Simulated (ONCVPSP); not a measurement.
**Pseudopotential generation for titanium: ONCV, PBEsol**

Aim: build the potential from the settings below, then test how well it stands in for the atom: other configurations, scattering, ghost states and the plane-wave cutoff that it needs.

Method: ONCVPSP 4.0.1, PBEsol, scalar-relativistic.

### 1 The atom and the settings

Typed settings, in words:

```
element                 : titanium (Ti, Z = 22)
type                    : optimised norm-conserving Vanderbilt (ONCV)
frozen core             : [Ar]
valence charge          : 4
reference configuration : 3d2 4s2
partial waves           : 4s: rc 2.30 bohr, ncon 4, nbas 9, qcut 2.7 1/bohr, 3 projectors, debl 0.7 Ha; p scattering state at 0.09 Ha: rc 2.60 bohr, ncon 4, nbas 8, qcut 3.3 1/bohr, 1 projector; 3d: rc 2.60 bohr, ncon 4, nbas 9, qcut 5.7 1/bohr, 2 projectors, debl 3.4 Ha
local potential         : polynomial inside 1.45 bohr (lpopt 5, dvloc0 4 Ha)
core correction         : Teter function, fcfact 5.75, rcfact 1.8
```

### 2 Generation

Ti.dat reads:

```
# ATOM AND REFERENCE CONFIGURATION
# atsym  z   nc   nv     iexc    psfile
  Ti 22.00    5    2  -116133      upf
#
#   n    l    f
    1    0    2.00
    2    0    2.00
    2    1    6.00
    3    0    2.00
    3    1    6.00
    3    2    2.00
    4    0    2.00
#
# PSEUDOPOTENTIAL AND OPTIMIZATION
# lmax
    2
#
#   l,   rc,      ep,       ncon, nbas, qcut
    0    2.30    0.00    4    9    2.70
    1    2.60    0.09    4    8    3.30
    2    2.60    0.00    4    9    5.70
#
# LOCAL POTENTIAL
# lloc, lpopt,  rc(5),   dvloc0
    4    5    1.45    4.00
#
# VANDERBILT-KLEINMAN-BYLANDER PROJECTORs
# l, nproj, debl
    0    3    0.70
    1    1    3.60
    2    2    3.40
#
# MODEL CORE CHARGE
# icmod, fcfact, rcfact
    3    5.75    1.80
#
# LOG DERIVATIVE ANALYSIS
# epsh1, epsh2, depsh
   -2.00    5.00    0.02
#
# OUTPUT GRID
# rlmax, drl
    6.00    0.01
#
# TEST CONFIGURATIONS
# ncnf
    4
# nvcnf
#   n    l    f
    2
    3    2    2.00
    4    0    1.00
#
    2
    3    2    2.00
    4    0    0.00
#
    2
    3    2    1.00
    4    0    0.00
#
    2
    3    2    3.00
    4    0    0.00
#
```

Launch:

```sh
oncvpsp.x < Ti.dat > Ti.out
```

**Question.** What will these runs give? Wanted: cutoffs for 1 and 0.1 mHa per electron, occupied waves; bound ghosts; GHOST(+) flags; largest test error; largest phase difference near zero energy, channels read; rms error of d²Exc/dn², without and with the model core; projector energies reset by the program.

As calculated:

| quantity | value |
| --- | --- |
| cutoffs for 1 and 0.1 mHa per electron, occupied waves | 13 Ha and 15 Ha |
| bound ghosts | s at -62.49 eV |
| GHOST(+) flags | none at low energy |
| largest test error (AE − PS) | -773 meV, for 3d2 4s0 (1 test unsolved) |
| largest phase difference near zero energy, channels read | 0.077 rad |
| rms error of d²Exc/dn², without and with the model core | 21.14 and 8.00 mHa |
| projector energies reset by the program | p: 0.050 Ha |

A bound ghost (s) makes it unfit for use: electrons can fall into a state that the atom doesn't have. Close by lies the frozen 3s level (-62.5 eV). The worst unpolarised test, 3d2 4s0, is off by 773 meV on 20.8 eV; by total energies transferability rates as poor. Of the tests 1 gave no usable energy difference, which is a warning in itself. The potential is soft on the atom at that tolerance: the looser tolerance needs 13 Ha. At the looser tolerance the 3d wave is the slowest; 4s needs 3 Ha. Of the channels read, d scatters worst near zero energy, by up to 0.08 rad. These are tests on the free atom; a crystal test is still owed.
